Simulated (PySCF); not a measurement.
**C₂H₆BP: electronic excitations and core binding energies**

Aim: predict the electronic excitations and core binding energies of C₂H₆BP (`C=CBP`).

Programs: PySCF 2.14.0, with density-fitted response routines of our own. Each step states its level of theory. These are calculated values for one molecule in the gas phase, unless marked as measured. Atoms count from 0, in the outputs and in this text.

## 1. Starting geometry

10 atoms, charge 0, multiplicity 1; geometry from: GFN2-xTB.

Bonds of the start (Å): C0–C1 1.33, C1–B2 1.54, B2–P3 1.87, C0–H4 1.08, C0–H5 1.08, C1–H6 1.09, B2–H7 1.17, P3–H8 1.38, P3–H9 1.38.

## 2. Ultraviolet spectrum: PBE0/def2-SVPD

The job: settings as JSON, then the geometry in Å.

```
{"job": {"kind": "uv", "xc": "PBE0", "basis": "def2-SVPD", "nstates": 8, "ntriplets": 3}, "charge": 0, "multiplicity": 1}
C     -1.347352    -0.959847     0.057750
C     -1.041208     0.323958    -0.131907
B      0.329239     0.950822     0.204493
P      1.861703    -0.100164     0.409979
H     -0.615772    -1.654968     0.445209
H     -2.328514    -1.365675    -0.136297
H     -1.828984     0.970184    -0.507385
H      0.408778     2.092030     0.465041
H      1.760621    -0.968712    -0.658178
H      2.810372     0.717025    -0.171231
```

With the program's defaults for keys left out, this is: TDDFT PBE0/def2-SVPD, vertical, gas phase, core orbitals frozen in the response.

Started as:

```bash
> OMP_NUM_THREADS=1 python probes_run.py task.json out
```

This one command runs all jobs of the session in turn.

The program printed:

```text
coarse grid: 8608 points
cycle   1  E = -445.4636246840  dE =  2.107e-01  |g| = 2.713e-01  |ddm| = 4.067e+00
cycle   2  E = -445.4568310342  dE =  6.794e-03  |g| = 3.149e-01  |ddm| = 9.049e-01
cycle   3  E = -445.4863777710  dE = -2.955e-02  |g| = 5.919e-02  |ddm| = 4.369e-01
cycle   4  E = -445.4871910285  dE = -8.133e-04  |g| = 2.567e-02  |ddm| = 9.295e-02
cycle   5  E = -445.4873670542  dE = -1.760e-04  |g| = 5.225e-03  |ddm| = 3.701e-02
cycle   6  E = -445.4873766884  dE = -9.634e-06  |g| = 8.459e-04  |ddm| = 1.268e-02
final grid: 77784 points
cycle   7  E = -445.5405052420  dE = -1.871e-05  |g| = 5.828e-03  |ddm| = 7.249e-02
cycle   8  E = -445.5405007118  dE =  4.530e-06  |g| = 6.881e-03  |ddm| = 1.846e-02
cycle   9  E = -445.5405159995  dE = -1.529e-05  |g| = 3.419e-04  |ddm| = 1.040e-02
cycle  10  E = -445.5405160305  dE = -3.097e-08  |g| = 2.041e-04  |ddm| = 8.406e-04
cycle  11  E = -445.5405160422  dE = -1.170e-08  |g| = 4.625e-05  |ddm| = 2.891e-04
cycle  12  E = -445.5405160428  dE = -6.283e-10  |g| = 1.389e-05  |ddm| = 9.047e-05
converged SCF energy = -445.5405160428

Static polarisability (au): isotropic 67.218, principal 49.341 68.188 84.125

Singlet excitations
state   eV       nm        f      main configurations
  1   4.1863    296.2   0.10258   H->L 0.95
  2   5.5480    223.5   0.04106   H-2->L 0.34, H-3->L 0.34, H-1->L 0.29
  3   5.7905    214.1   0.04012   H-3->L 0.59, H-2->L 0.34
  4   5.9336    209.0   0.07225   H-1->L 0.58, H-2->L 0.27
  5   6.4828    191.3   0.00859   H->L+1 0.86, H->L+2 0.09
  6   6.7330    184.1   0.06995   H->L+2 0.72, H->L+3 0.13, H->L+1 0.09
  7   7.1406    173.6   0.04097   H->L+3 0.77, H->L+2 0.10
  8   7.3450    168.8   0.00041   H-4->L 0.89

Triplet excitations (Tamm-Dancoff, eV): 3.0327 3.9697 5.0630
```

Wall time 15 s (1 thread of Arm Neoverse N1, shared host); peak memory 0.51 GiB.

Frontier orbitals and where they lie:

| orbital | eV | atoms |
| --- | --- | --- |
| HOMO−3 | -9.42 | B2 32 %, H7 21 %, P3 14 % |
| HOMO−2 | -9.33 | P3 26 %, C1 21 %, B2 20 % |
| HOMO−1 | -8.64 | C1 34 %, C0 30 %, B2 13 % |
| HOMO | -7.15 | P3 53 %, B2 14 %, C0 9 % |
| LUMO | -2.05 | B2 34 %, C0 21 %, C1 17 % |
| LUMO+1 | 0.50 | B2 35 %, P3 15 %, C0 12 % |
| LUMO+2 | 0.87 | P3 34 %, B2 17 %, H8 12 % |

With each of the 8 states as a Gaussian band of 0.4 eV half-width at 1/e, the curve within the window shown has maxima at 296 nm (ε 4,200), 213 nm (ε 5,400), 182 nm (ε 3,800) L/(mol cm). Beyond the last state computed it falls off for lack of states. The curve at chosen wavelengths:

```json
{"nm": "162", "ε (L/mol/cm)": "363"}
{"nm": "169", "ε (L/mol/cm)": "1659"}
{"nm": "177", "ε (L/mol/cm)": "3365"}
{"nm": "184", "ε (L/mol/cm)": "3715"}
{"nm": "191", "ε (L/mol/cm)": "2914"}
{"nm": "199", "ε (L/mol/cm)": "3118"}
{"nm": "206", "ε (L/mol/cm)": "4631"}
{"nm": "213", "ε (L/mol/cm)": "5399"}
{"nm": "221", "ε (L/mol/cm)": "4438"}
{"nm": "228", "ε (L/mol/cm)": "2879"}
{"nm": "235", "ε (L/mol/cm)": "1527"}
{"nm": "243", "ε (L/mol/cm)": "612"}
{"nm": "250", "ε (L/mol/cm)": "317"}
{"nm": "257", "ε (L/mol/cm)": "402"}
{"nm": "264", "ε (L/mol/cm)": "852"}
{"nm": "272", "ε (L/mol/cm)": "1777"}
{"nm": "279", "ε (L/mol/cm)": "2769"}
{"nm": "286", "ε (L/mol/cm)": "3635"}
{"nm": "294", "ε (L/mol/cm)": "4133"}
{"nm": "301", "ε (L/mol/cm)": "4029"}
{"nm": "308", "ε (L/mol/cm)": "3517"}
{"nm": "316", "ε (L/mol/cm)": "2678"}
{"nm": "323", "ε (L/mol/cm)": "1933"}
{"nm": "330", "ε (L/mol/cm)": "1299"}
{"nm": "338", "ε (L/mol/cm)": "766"}
{"nm": "345", "ε (L/mol/cm)": "456"}
```

Further results of this job:

```csv
property,computed
dipole moment (D),1.09
polarisability (Å³),9.96
HOMO–LUMO gap (eV),5.10
−ε(HOMO) (eV),7.15
```

## 3. Core holes by ΔSCF: SCAN, X2C

The job, as its differences from that of step 2:

```diff
@@ -1,2 +1,2 @@
-{"job": {"kind": "uv", "xc": "PBE0", "basis": "def2-SVPD", "nstates": 8, "ntriplets": 3}, "charge": 0, "multiplicity": 1}
+{"job": {"kind": "xps"}, "charge": 0, "multiplicity": 1}
 C     -1.347352    -0.959847     0.057750
```

With the program's defaults for keys left out, this is: delta-SCF UKS SCAN, pcX-2 on the ionised atom, pcseg-1 elsewhere, spin-free X2C.

The program printed:

```text
ground state, core basis on atom 0 (C), 121 functions
  cycle   1  E = -446.65293594  |g| = 3.79e-01
  cycle   2  E = -446.62351019  |g| = 4.87e-01
  cycle   3  E = -446.69424142  |g| = 9.23e-02
  cycle   4  E = -446.69642125  |g| = 4.31e-02
  cycle   5  E = -446.69689929  |g| = 1.39e-02
  cycle   6  E = -446.69696169  |g| = 3.91e-03
  cycle   7  E = -446.69696715  |g| = 1.22e-03
  cycle   8  E = -446.69697026  |g| = 3.34e-04
  E(ground) = -446.72249255 Eh
hole in C 1s of atom 0
  cycle   1  E = -435.43510299  |g| = 1.50e+00
  cycle   2  E = -433.93393941  |g| = 2.03e+00
  cycle   3  E = -435.79050448  |g| = 5.69e-01
  cycle   4  E = -435.76291377  |g| = 5.53e-01
  cycle   5  E = -435.99755616  |g| = 1.65e-01
  cycle   6  E = -436.01929514  |g| = 7.70e-02
  cycle   7  E = -436.02381725  |g| = 1.68e-02
  cycle   8  E = -436.02396694  |g| = 6.45e-03
  cycle   9  E = -436.02400160  |g| = 3.38e-03
  cycle  10  E = -436.02401734  |g| = 1.31e-03
  cycle  11  E = -436.02402205  |g| = 4.87e-04
  E(ion) = -436.04906305 Eh   <S^2> = 0.8016   hole on atom = 1.000   binding energy = 290.439 eV
ground state, core basis on atom 1 (C), 121 functions
  cycle   1  E = -446.69666003  |g| = 6.35e-02
  cycle   2  E = -446.69564239  |g| = 6.80e-02
  cycle   3  E = -446.69648701  |g| = 3.89e-02
  cycle   4  E = -446.69692086  |g| = 6.68e-03
  cycle   5  E = -446.69693650  |g| = 7.95e-04
  cycle   6  E = -446.69693741  |g| = 3.01e-04
  E(ground) = -446.72254175 Eh
hole in C 1s of atom 1
  cycle   1  E = -435.45784846  |g| = 1.51e+00
  cycle   2  E = -433.64747960  |g| = 2.06e+00
  cycle   3  E = -435.66244735  |g| = 7.15e-01
  cycle   4  E = -435.97586226  |g| = 3.33e-01
  cycle   5  E = -436.01355948  |g| = 1.93e-01
  cycle   6  E = -436.03319228  |g| = 2.58e-02
  cycle   7  E = -436.03356810  |g| = 1.26e-02
  cycle   8  E = -436.03368303  |g| = 8.26e-03
  cycle   9  E = -436.03375772  |g| = 4.22e-03
  cycle  10  E = -436.03379413  |g| = 2.50e-03
  cycle  11  E = -436.03381691  |g| = 1.62e-03
  cycle  12  E = -436.03383060  |g| = 7.31e-04
  cycle  13  E = -436.03383198  |g| = 4.00e-04
  E(ion) = -436.05846216 Eh   <S^2> = 0.8136   hole on atom = 1.000   binding energy = 290.184 eV
ground state, core basis on atom 2 (B), 121 functions
  cycle   1  E = -446.68768473  |g| = 5.22e-02
  cycle   2  E = -446.68675140  |g| = 6.10e-02
  cycle   3  E = -446.68770948  |g| = 2.94e-02
  cycle   4  E = -446.68795843  |g| = 8.71e-03
  cycle   5  E = -446.68798336  |g| = 9.87e-04
  cycle   6  E = -446.68798317  |g| = 2.63e-04
  E(ground) = -446.71471955 Eh
hole in B 1s of atom 2
  cycle   1  E = -439.07789069  |g| = 1.17e+00
  cycle   2  E = -437.59043515  |g| = 1.86e+00
  cycle   3  E = -439.33391538  |g| = 4.81e-01
  cycle   4  E = -439.38026377  |g| = 3.91e-01
  cycle   5  E = -439.47963256  |g| = 1.87e-01
  cycle   6  E = -439.50398328  |g| = 8.86e-02
  cycle   7  E = -439.50967361  |g| = 3.15e-02
  cycle   8  E = -439.51022020  |g| = 1.10e-02
  cycle   9  E = -439.51034758  |g| = 6.16e-03
  cycle  10  E = -439.51041264  |g| = 3.51e-03
  cycle  11  E = -439.51044701  |g| = 3.11e-03
  cycle  12  E = -439.51046832  |g| = 1.01e-03
  cycle  13  E = -439.51047179  |g| = 5.06e-04
  cycle  14  E = -439.51047285  |g| = 2.62e-04
  E(ion) = -439.53820083 Eh   <S^2> = 0.8700   hole on atom = 1.000   binding energy = 195.283 eV
ground state, core basis on atom 3 (P), 132 functions
  cycle   1  E = -446.80846836  |g| = 3.39e-01
  cycle   2  E = -446.80838763  |g| = 3.14e-02
  cycle   3  E = -446.80799393  |g| = 4.70e-02
  cycle   4  E = -446.80872459  |g| = 7.51e-03
  cycle   5  E = -446.80873727  |g| = 4.32e-03
  cycle   6  E = -446.80874124  |g| = 9.92e-04
  cycle   7  E = -446.80874110  |g| = 9.78e-05
  E(ground) = -446.80500125 Eh
hole in P 1s of atom 3
  cycle   1  E = -366.66521108  |g| = 4.72e+00
  cycle   2  E = -366.61157727  |g| = 2.23e+00
  cycle   3  E = -365.65984765  |g| = 1.51e+00
  cycle   4  E = -367.55807988  |g| = 5.76e-01
  cycle   5  E = -367.73424008  |g| = 3.52e-01
  cycle   6  E = -367.79029715  |g| = 1.87e-01
  cycle   7  E = -367.80838548  |g| = 7.47e-02
  cycle   8  E = -367.81162805  |g| = 1.28e-02
  cycle   9  E = -367.81169805  |g| = 5.37e-03
  cycle  10  E = -367.81171373  |g| = 1.58e-03
  cycle  11  E = -367.81171554  |g| = 6.01e-04
  cycle  12  E = -367.81171529  |g| = 1.06e-04
  E(ion) = -367.80801093 Eh   <S^2> = 0.7518   hole on atom = 1.000   binding energy = 2149.618 eV
hole in P 2p of atom 3
  cycle   1  E = -441.39973933  |g| = 1.38e+00
  cycle   2  E = -441.23546560  |g| = 1.20e+00
  cycle   3  E = -441.71094118  |g| = 3.36e-01
  cycle   4  E = -441.76746795  |g| = 1.76e-01
  cycle   5  E = -441.78020182  |g| = 1.06e-01
  cycle   6  E = -441.78704598  |g| = 3.16e-02
  cycle   7  E = -441.78755826  |g| = 7.53e-03
  cycle   8  E = -441.78759124  |g| = 2.94e-03
  cycle   9  E = -441.78759683  |g| = 7.42e-04
  cycle  10  E = -441.78759597  |g| = 3.68e-04
  E(ion) = -441.79387998 Eh   <S^2> = 0.7533   hole on atom = 1.002   binding energy = 136.360 eV
  2p3/2 = 136.125 eV   2p1/2 = 137.016 eV
```

Run time: 41 s. Hardware: 1 thread of Arm Neoverse N1, shared host; peak memory 0.39 GiB.

Binding energies by hole, beside the orbital energy of the ground state; the difference holds orbital relaxation and, for a density functional, its self-interaction error:

| hole | stands for | environment | ΔSCF (eV; 2p as the shell's mean) | −ε (eV) | ⟨S²⟩ |
| --- | --- | --- | --- | --- | --- |
| C1s on C0 | C0 | terminal =CH2 carbon | 290.44 | 274.1 | 0.802 |
| C1s on C1 | C1 | alkene CH | 290.18 | 273.5 | 0.814 |
| B1s on B2 | B2 | boron bonded to C, P, H | 195.28 (doubtful) | 180.2 | 0.870 |
| P1s on P3 | P3 | phosphorus bonded to B, 2 H | 2149.62 | 2092.3 | 0.752 |
| P2p on P3 | P3 | phosphorus bonded to B, 2 H | 136.42 | 125.4 | 0.753 |

Doubtful: the ion did not converge, its hole moved, or its ⟨S²⟩ is well above 0.75.

With the spin-orbit splitting: P3 2p3/2 136.13, 2p1/2 137.02 eV. The table gives each 2p level as the mean over the whole 2p shell (two parts 2p3/2, one part 2p1/2), which differs a little from the single hole in the log.

## 4. Results

```
                        quantity                        value
 lowest singlet (PBE0/def2-SVPD)  4.19 eV (296 nm), f = 0.103
                  lowest triplet                      3.03 eV
C1s binding energies, SCAN/pcX-2      C0 290.44, C1 290.18 eV
P1s binding energies, SCAN/pcX-2                P3 2149.62 eV
P2p binding energies, SCAN/pcX-2                 P3 136.42 eV
```

**Reading.** The first singlet state (HOMO→LUMO 0.95) lies at 4.19 eV and is bright. The lowest triplet lies 1.15 eV below the lowest singlet (triplets in Tamm-Dancoff, singlets in full TDDFT). C0 (terminal =CH2 carbon) binds its C1s electron 0.25 eV more tightly than C1 (alkene CH).
